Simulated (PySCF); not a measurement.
**WO(OH)4: structure and properties**

What shape and bonds does WO(OH)4 have? It is relaxed from a template within its point group. It is a constructed species; whether it can be made isn't addressed.

The runs use PySCF 2.14.0; B3LYP, W def2-SVP with ECP60, O def2-SVP, H def2-SVP; scalar-relativistic core potentials, no spin–orbit coupling.

3 further runs of the same task are left out: 2 for a known fault of the program, 1 that didn't finish.

### Step 1. Where the work starts

10 atoms, charge 0, spin multiplicity 1.

Bond lengths: W1–O2 1.510 Å, W1–O3 1.795 Å, W1–O5 1.795 Å, W1–O7 1.795 Å, W1–O9 1.795 Å, O3–H4 0.966 Å, O5–H6 0.966 Å, O7–H8 0.966 Å, O9–H10 0.966 Å. Angles: O2–W1–O3 180.0°, O2–W1–O5 90.0°, O2–W1–O7 90.0°, O2–W1–O9 90.0°, O3–W1–O5 90.0°, O3–W1–O7 90.0°, O3–W1–O9 90.0°, O5–W1–O7 120.0°, O5–W1–O9 120.0°, O7–W1–O9 120.0°, W1–O3–H4 158.7°, W1–O5–H6 158.7°, W1–O7–H8 158.8°, W1–O9–H10 158.7°.

As a file:

```xyz
10
H4O5W
W     0.00000    0.00000    0.00000
O     0.00000    0.00000    1.50960
O     0.00000    0.00000   -1.79520
H     0.00000   -0.35000   -2.69520
O     1.79520    0.00000    0.00000
H     2.69520   -0.35000    0.00000
O    -0.89760    1.55470    0.00000
H    -1.04450    2.50910    0.00000
O    -0.89760   -1.55470    0.00000
H    -1.65070   -2.15910    0.00000
```

Formal oxidation states: W +6.

### Step 2. SCF at the start, singlet

Input file run.py (the lines that set the calculation):

```python
mol = gto.M(atom='''
W      0.00000     0.00000     0.00000
O      0.00000     0.00000     1.50960
O      0.00000     0.00000    -1.79520
H      0.00000    -0.35000    -2.69520
O      1.79520     0.00000     0.00000
H      2.69520    -0.35000     0.00000
O     -0.89760     1.55470     0.00000
H     -1.04450     2.50910     0.00000
O     -0.89760    -1.55470     0.00000
H     -1.65070    -2.15910     0.00000''',
    basis={'W': 'def2-SVP', 'O': 'def2-SVP', 'H': 'def2-SVP'},
    ecp={'W': 'def2-SVP'},
    charge=0, spin=0)
mf = dft.RKS(mol, xc='B3LYP')
mf.grids.atom_grid = (50, 194)
mf = mf.density_fit()  # fitting sets: W def2-universal-JKFIT, O def2-universal-JKFIT, H def2-universal-JKFIT
mf.conv_tol = 1e-08; mf.max_cycle = 55
mf.kernel(dm0)  # dm0: free metal ions and neutral atoms
```

Run with:

```console
$ OMP_NUM_THREADS=2 python run.py
```

Output:

```text
init E= -454.542009205491
  HOMO = -0.315900124767217  LUMO = -0.0487867200138111  gap/eV = 7.26853
cycle= 1 E= -445.290216268234  delta_E= 9.25  |g|= 0.635  |ddm|=  3.8
  HOMO = -0.167306039690342  LUMO = 0.012862028817379  gap/eV = 4.90262
cycle= 2 E= -445.097461281897  delta_E= 0.193  |g|=  1.2  |ddm|= 1.43
  HOMO = -0.255037591535284  LUMO = 0.0188134336656122  gap/eV = 7.45187
cycle= 3 E= -445.354060434357  delta_E= -0.257  |g|= 0.349  |ddm|= 1.02
  HOMO = -0.280595066051955  LUMO = -0.00308587578032304  gap/eV = 7.55141
cycle= 4 E= -445.373587096982  delta_E= -0.0195  |g|= 0.118  |ddm|= 0.319
  HOMO = -0.274023255934825  LUMO = 0.0063197321063872  gap/eV = 7.62852
cycle= 5 E= -445.376201061044  delta_E= -0.00261  |g|= 0.0357  |ddm|= 0.121
  HOMO = -0.273390838988885  LUMO = 0.00807525660339424  gap/eV = 7.65908
cycle= 6 E= -445.376415815996  delta_E= -0.000215  |g|= 0.0106  |ddm|= 0.0295
  HOMO = -0.274162944652266  LUMO = 0.006800018710284  gap/eV = 7.64539
cycle= 7 E= -445.376437379469  delta_E= -2.16e-05  |g|= 0.002  |ddm|= 0.0103
  HOMO = -0.274280230628847  LUMO = 0.00690489003051004  gap/eV = 7.65144
cycle= 8 E= -445.376437982099  delta_E= -6.03e-07  |g|= 0.000899  |ddm|= 0.00189
  HOMO = -0.274216645181585  LUMO = 0.00689575693340851  gap/eV = 7.64946
cycle= 9 E= -445.376438143247  delta_E= -1.61e-07  |g|= 8.95e-05  |ddm|= 0.000684
  HOMO = -0.274219467715162  LUMO = 0.00689805398285565  gap/eV = 7.64960
cycle= 10 E= -445.376438144767  delta_E= -1.52e-09  |g|= 2.25e-05  |ddm|= 8.91e-05
  HOMO = -0.274222580103202  LUMO = 0.00689682208613053  gap/eV = 7.64965
Extra cycle  E= -445.376438144529  delta_E= 2.38e-10  |g|= 4.28e-05  |ddm|= 5.05e-05
converged SCF energy = -445.376438144529
```

Run time: 3.2 s. Hardware: 2 threads of Arm Neoverse V2, shared host; peak memory 0.67 GiB.

Read off: E = -445.376438 Eh, HOMO -7.46 eV, LUMO 0.19 eV, Mulliken charge on W1 +1.14 e. 

### Step 3. Relaxation, singlet

No symmetry is imposed.

Input file run.py (the lines that set the calculation):

```python
mol = gto.M(atom='''
W      0.00000     0.00132     0.02719
O      0.00000     0.00132     1.53679
O      0.00000     0.00132    -1.76801
H      0.00000    -0.34868    -2.66801
O      1.79520     0.00132     0.02719
H      2.69520    -0.34868     0.02719
O     -0.89760     1.55602     0.02719
H     -1.04450     2.51042     0.02719
O     -0.89760    -1.55338     0.02719
H     -1.65070    -2.15778     0.02719''',
    basis={'W': 'def2-SVP', 'O': 'def2-SVP', 'H': 'def2-SVP'},
    ecp={'W': 'def2-SVP'},
    charge=0, spin=0)
mf = dft.RKS(mol, xc='B3LYP')
mf.grids.atom_grid = (50, 194)
mf = mf.density_fit()  # fitting sets: W def2-universal-JKFIT, O def2-universal-JKFIT, H def2-universal-JKFIT
mf.conv_tol = 1e-08; mf.max_cycle = 55
mf.kernel(dm0)  # dm0: an SCF of this state at this start
# quasi-Newton relaxation in Cartesian coordinates to a largest gradient under 0.00045 Eh/bohr, steps kept in the point group
```

Run with:

```console
$ OMP_NUM_THREADS=2 python run.py
```

No log is kept here; the results follow.

Wall time 3.3 min (2 threads of Arm Neoverse V2, shared host).

Relaxation path: (not every step is listed)

| step | energy from step 1 (eV) | largest force component (eV/Å) |
| --- | --- | --- |
| 1 | 0.0000 | 22.6212 |
| 2 | -2.8138 | 5.2157 |
| 3 | -3.2142 | 1.3728 |
| 4 | -3.3347 | 0.9153 |
| 5 | -3.3531 | 2.2364 |
| 6 | -3.5098 | 2.0189 |
| 7 | -3.6436 | 1.5846 |
| 8 | -3.9370 | 2.0815 |
| 9 | -3.9857 | 1.9455 |
| 11 | -4.1648 | 0.5403 |
| 13 | -4.2747 | 0.7020 |
| 15 | -4.3446 | 0.1925 |
| 17 | -4.3615 | 0.1931 |
| 19 | -4.3681 | 0.1502 |
| 21 | -4.3703 | 0.1133 |
| 23 | -4.3735 | 0.1296 |
| 25 | -4.3754 | 0.0482 |
| 27 | -4.3765 | 0.0693 |
| 29 | -4.3776 | 0.0414 |
| 31 | -4.3780 | 0.0317 |
| 33 | -4.3789 | 0.1318 |
| 34 | -4.3793 | 0.1064 |
| 35 | -4.3797 | 0.0683 |
| 36 | -4.3799 | 0.0179 |
| 37 | -4.3799 | 0.0438 |
| 38 | -4.3801 | 0.0142 |
| 39 | -4.3801 | 0.0130 |

Close pairs (by a distance rule), those that changed most:

| bond | before (Å) | after (Å) | change (Å) |
| --- | --- | --- | --- |
| W1–H10 | 2.718 | 2.463 | -0.255 |
| W1–O2 | 1.510 | 1.735 | +0.225 |
| W1–O9 | 1.795 | 1.937 | +0.142 |
| W1–O3 | 1.795 | 1.922 | +0.126 |
| W1–O5 | 1.795 | 1.897 | +0.102 |
| W1–O7 | 1.795 | 1.896 | +0.100 |
| O9–H10 | 0.966 | 0.970 | +0.004 |
| O5–H6 | 0.966 | 0.969 | +0.003 |

It ends in C1 at E = -445.537404 Eh.

| atom | x (Å) | y (Å) | z (Å) |
| --- | --- | --- | --- |
| W1 | 0.05784 | 0.06408 | -0.19335 |
| O2 | -0.13474 | -0.19075 | 1.51161 |
| O3 | 0.02616 | -0.06468 | -2.11028 |
| H4 | -0.32557 | -0.65494 | -2.78640 |
| O5 | 1.95404 | 0.01341 | -0.18530 |
| H6 | 2.40413 | -0.06915 | 0.66855 |
| O7 | -0.70874 | 1.79730 | -0.23575 |
| H8 | -0.96447 | 2.19756 | 0.60849 |
| O9 | -1.02095 | -1.52870 | -0.42066 |
| H10 | -1.28769 | -1.90095 | 0.43414 |

### Step 4. The relaxed geometry turned into its symmetry frame

Input file run.py (the lines that set the calculation):

```python
mol = gto.M(atom='''
W      0.01188     0.02011     0.02941
O     -0.18071    -0.23472     1.73437
O     -0.01980    -0.10865    -1.88753
H     -0.37154    -0.69891    -2.56364
O      1.90808    -0.03056     0.03746
H      2.35816    -0.11313     0.89131
O     -0.75471     1.75332    -0.01300
H     -1.01044     2.15358     0.83124
O     -1.06692    -1.57267    -0.19790
H     -1.33366    -1.94492     0.65689''',
    basis={'W': 'def2-SVP', 'O': 'def2-SVP', 'H': 'def2-SVP'},
    ecp={'W': 'def2-SVP'},
    charge=0, spin=0)
mf = dft.RKS(mol, xc='B3LYP')
mf.grids.atom_grid = (50, 194)
mf = mf.density_fit()  # fitting sets: W def2-universal-JKFIT, O def2-universal-JKFIT, H def2-universal-JKFIT
mf.conv_tol = 1e-08; mf.max_cycle = 55
mf.kernel(dm0)  # dm0: free metal ions and neutral atoms
```

Run with:

```console
$ OMP_NUM_THREADS=2 python run.py
```

Output:

```text
init E= -454.256489490842
  HOMO = -0.323656483345169  LUMO = -0.117491101540076  gap/eV = 5.61005
cycle= 1 E= -445.480465641944  delta_E= 8.78  |g|= 0.537  |ddm|= 3.61
  HOMO = -0.271373343416455  LUMO = -0.0447633168333791  gap/eV = 6.16637
cycle= 2 E= -445.400704808234  delta_E= 0.0798  |g|= 0.816  |ddm|= 1.01
  HOMO = -0.298840313649908  LUMO = -0.0690069003243175  gap/eV = 6.25409
cycle= 3 E= -445.497055424117  delta_E= -0.0964  |g|= 0.449  |ddm|= 0.823
  HOMO = -0.309915856024184  LUMO = -0.075643854041092  gap/eV = 6.37487
cycle= 4 E= -445.529489982531  delta_E= -0.0324  |g|= 0.199  |ddm|= 0.393
  HOMO = -0.312601769400079  LUMO = -0.0664893236790273  gap/eV = 6.69706
cycle= 5 E= -445.537277285022  delta_E= -0.00779  |g|= 0.0248  |ddm|= 0.149
  HOMO = -0.310837205704382  LUMO = -0.0675461743772078  gap/eV = 6.62029
cycle= 6 E= -445.53729662086  delta_E= -1.93e-05  |g|= 0.023  |ddm|= 0.033
  HOMO = -0.312292683858482  LUMO = -0.0674736959723666  gap/eV = 6.66186
cycle= 7 E= -445.537402321917  delta_E= -0.000106  |g|= 0.00263  |ddm|= 0.0169
  HOMO = -0.312180295994285  LUMO = -0.0674169227407722  gap/eV = 6.66035
cycle= 8 E= -445.537403578306  delta_E= -1.26e-06  |g|= 0.000376  |ddm|= 0.00194
  HOMO = -0.312189537986424  LUMO = -0.0674105987852284  gap/eV = 6.66077
cycle= 9 E= -445.537403586837  delta_E= -8.53e-09  |g|= 0.000331  |ddm|= 0.000471
  HOMO = -0.312182382459525  LUMO = -0.0674106406066641  gap/eV = 6.66058
cycle= 10 E= -445.537403608551  delta_E= -2.17e-08  |g|= 3.89e-05  |ddm|= 0.000251
  HOMO = -0.312183040839973  LUMO = -0.0674127107393764  gap/eV = 6.66054
cycle= 11 E= -445.537403608912  delta_E= -3.62e-10  |g|= 5.19e-06  |ddm|= 4.01e-05
  HOMO = -0.312182559408187  LUMO = -0.0674117961226073  gap/eV = 6.66055
Extra cycle  E= -445.537403608913  delta_E= -6.82e-13  |g|= 4.66e-06  |ddm|= 9.18e-06
converged SCF energy = -445.537403608913
```

Wall time 2.8 s (2 threads of Arm Neoverse V2, shared host).

Result: E = -445.537404 Eh, HOMO -8.49 eV, LUMO -1.83 eV, Mulliken charge on W1 +1.15 e. 

### Step 5. Harmonic vibrations

Changes to run.py (the lines that set the calculation) since step 4:

```diff
@@ -17,3 +17,4 @@
 mf = mf.density_fit()  # fitting sets: W def2-universal-JKFIT, O def2-universal-JKFIT, H def2-universal-JKFIT
-mf.conv_tol = 1e-08; mf.max_cycle = 55
-mf.kernel(dm0)  # dm0: free metal ions and neutral atoms
+mf.conv_tol = 1e-10; mf.max_cycle = 55
+mf.kernel(dm0)  # dm0: the density of the relaxed state
+# Hessian and dipole derivatives by central differences of gradients, 0.02 bohr
```

Run with:

```console
$ OMP_NUM_THREADS=2 python run.py
```

The driver keeps no SCF log for this step, only its results.

Run time: 4.7 min. Hardware: 2 threads of Arm Neoverse V2, shared host.

Point group C1; negative numbers are unstable modes, and those under 60 cm⁻¹ are near the numerical noise:

| cm⁻¹ | km/mol |
| --- | --- |
| 53 | 1.2 |
| 130 | 18.8 |
| 187 | 0.1 |
| 206 | 4.4 |
| 266 | 6.6 |
| 294 | 0.6 |
| 370 | 25.4 |
| 440 | 50.5 |
| 464 | 140.7 |
| 471 | 162.2 |
| 546 | 194.3 |
| 607 | 133.4 |
| 651 | 22.3 |
| 685 | 221.6 |
| 694 | 322.7 |
| 718 | 93.6 |
| 752 | 10.9 |
| 764 | 54.9 |
| 920 | 98.1 |
| 986 | 173.6 |
| 3795 | 89.4 |
| 3821 | 187.1 |
| 3826 | 168.5 |
| 3892 | 213.0 |

### Step 6. Properties on a finer grid

Input file run.py (the lines that set the calculation):

```python
mol = gto.M(atom='''
W      0.05784     0.06408    -0.19335
O     -0.13474    -0.19075     1.51161
O      0.02616    -0.06468    -2.11028
H     -0.32557    -0.65494    -2.78640
O      1.95404     0.01341    -0.18530
H      2.40413    -0.06915     0.66855
O     -0.70874     1.79730    -0.23575
H     -0.96447     2.19756     0.60849
O     -1.02095    -1.52870    -0.42066
H     -1.28769    -1.90095     0.43414''',
    basis={'W': 'def2-SVP', 'O': 'def2-SVP', 'H': 'def2-SVP'},
    ecp={'W': 'def2-SVP'},
    charge=0, spin=0)
mf = dft.RKS(mol, xc='B3LYP')
mf.grids.atom_grid = (75, 302)
mf = mf.density_fit()  # fitting sets: W def2-universal-JKFIT, O def2-universal-JKFIT, H def2-universal-JKFIT
mf.conv_tol = 1e-09; mf.max_cycle = 55
mf.kernel(dm0)  # dm0: the density of the relaxed state
```

Run with:

```console
$ OMP_NUM_THREADS=2 python run.py
```

Output:

```text
init E= -445.537327294219
  HOMO = -0.312187927525865  LUMO = -0.0674074807053413  gap/eV = 6.66082
cycle= 1 E= -445.537327216377  delta_E= 7.78e-08  |g|= 0.000802  |ddm|= 0.00111
  HOMO = -0.312181174706834  LUMO = -0.0673940401840653  gap/eV = 6.66100
cycle= 2 E= -445.537325734582  delta_E= 1.48e-06  |g|= 0.00284  |ddm|= 0.00243
  HOMO = -0.312187593746416  LUMO = -0.0674132038959987  gap/eV = 6.66065
cycle= 3 E= -445.537327343112  delta_E= -1.61e-06  |g|= 9.41e-05  |ddm|= 0.0019
  HOMO = -0.312189543132939  LUMO = -0.0674089427697378  gap/eV = 6.66082
cycle= 4 E= -445.53732734486  delta_E= -1.75e-09  |g|= 1.94e-05  |ddm|= 7.93e-05
  HOMO = -0.312187637988068  LUMO = -0.0674081564761951  gap/eV = 6.66079
cycle= 5 E= -445.537327344926  delta_E= -6.62e-11  |g|= 6.2e-06  |ddm|= 1.57e-05
  HOMO = -0.312188895811993  LUMO = -0.0674085136307025  gap/eV = 6.66081
Extra cycle  E= -445.537327344903  delta_E= 2.27e-11  |g|= 1.24e-05  |ddm|= 1.24e-05
converged SCF energy = -445.537327344903
```

It took 24 s on 2 threads of Arm Neoverse V2, shared host.

Result: E = -445.537327 Eh, HOMO -8.50 eV, LUMO -1.83 eV, Mulliken charge on W1 +1.15 e, largest force component 0.032 eV/Å. 

Löwdin charges:

| atom | value (e) |
| --- | --- |
| W1 | 0.28 |
| O2 | -0.19 |
| O3 | -0.14 |
| H4 | 0.11 |
| O5 | -0.12 |
| H6 | 0.12 |
| O7 | -0.12 |
| H8 | 0.12 |
| O9 | -0.15 |
| H10 | 0.10 |

Mulliken charges: W1 +1.15, O2 -0.41, O3 -0.44, H4 +0.21, O5 -0.39, H6 +0.23, O7 -0.39, H8 +0.23, O9 -0.41, H10 +0.22 e.

Contacts (the nearest donor of each ligand) and Mayer bond orders:

| contact | distance (Å) | bond order |
| --- | --- | --- |
| W1–O2 (O) | 1.735 | 2.12 |
| W1–O3 (OH) | 1.922 | 1.05 |
| W1–O5 (OH) | 1.897 | 1.17 |
| W1–O7 (OH) | 1.896 | 1.17 |
| W1–O9 (OH) | 1.937 | 1.15 |

Mulliken populations of W1 outside the core potential: s 2.42, p 6.42, d 3.75, f 0.26.

The fields below are evaluated on a grid from the run's orbitals.

Frontier orbitals at B3LYP, with the share of their density that lies nearest to each atom:

| orbital | energy (eV) | lies on |
| --- | --- | --- |
| HOMO | -8.50 | O3 43 %; O2, O9 about 23 % each |
| LUMO | -1.83 | W1 56 %; O2 20 %; O3 10 % |

ELF in a plane through or near 2 of the atoms.

Ten even steps from ' ' (0.00) to '@' (0.98):
```
                                                        
                                                        
                                                        
                                                        
              ::**++--......                            
            ::**%%%%##==--==::                          
            ..==##%%**++++++::..                        
                ....----==::                            
                    ..::==**++::....                    
                  ....==%%==##**....                    
                  ....==%%++##**....                    
                  ..::::==**++--....                    
                ..::++****==..                          
            ..++%%@@%%##%%%%++::                        
            ::##@@@@@@%%####++::                        
              ==##%%**--::--::                          
                ::::..                                  
                                                        
                                                        
                                                        
```
The map spans 9.8 Å across and 9.4 Å up, centred on the molecule. Atoms in the plane (x, y in Å): W1 (-0.1, 0.0), H6 (-1.5, -2.1).

On the surface of density 0.002 e/bohr³ the electrostatic potential runs, from the 1st to the 99th percentile, from -1.41 V near O3 to 2.51 V near H8.

### Step 7. What came out

```
                                              quantity                            value
                                 state and point group                      singlet, C1
                                                 modes   53 to 3892 cm⁻¹, none unstable
strongest infrared band (modes within 1.5 cm⁻¹ summed)            694 cm⁻¹ (323 km/mol)
                                     zero-point energy                         1.583 eV
                               ideal gas, 298 K, 1 bar  S = 383.2, Cp = 135.6 J/(mol K)
                                 metal–ligand contacts                   1.73 to 1.94 Å
                                       frontier levels     HOMO -8.50 eV, LUMO -1.83 eV
                                                dipole                           1.38 D
                                   mean polarisability                           8.1 Å³
```

What this shows: All modes are real within the noise of the softest ones, so the structure is a minimum. The metal carries +0.28 e by Löwdin's partition against a formal +6, and bond orders to the nearest donors reach 2.12. Both measures hang on the basis. One start shape was tried, so another isomer may lie lower. These are double-zeta-type bases without diffuse functions. Spin–orbit coupling is left out.
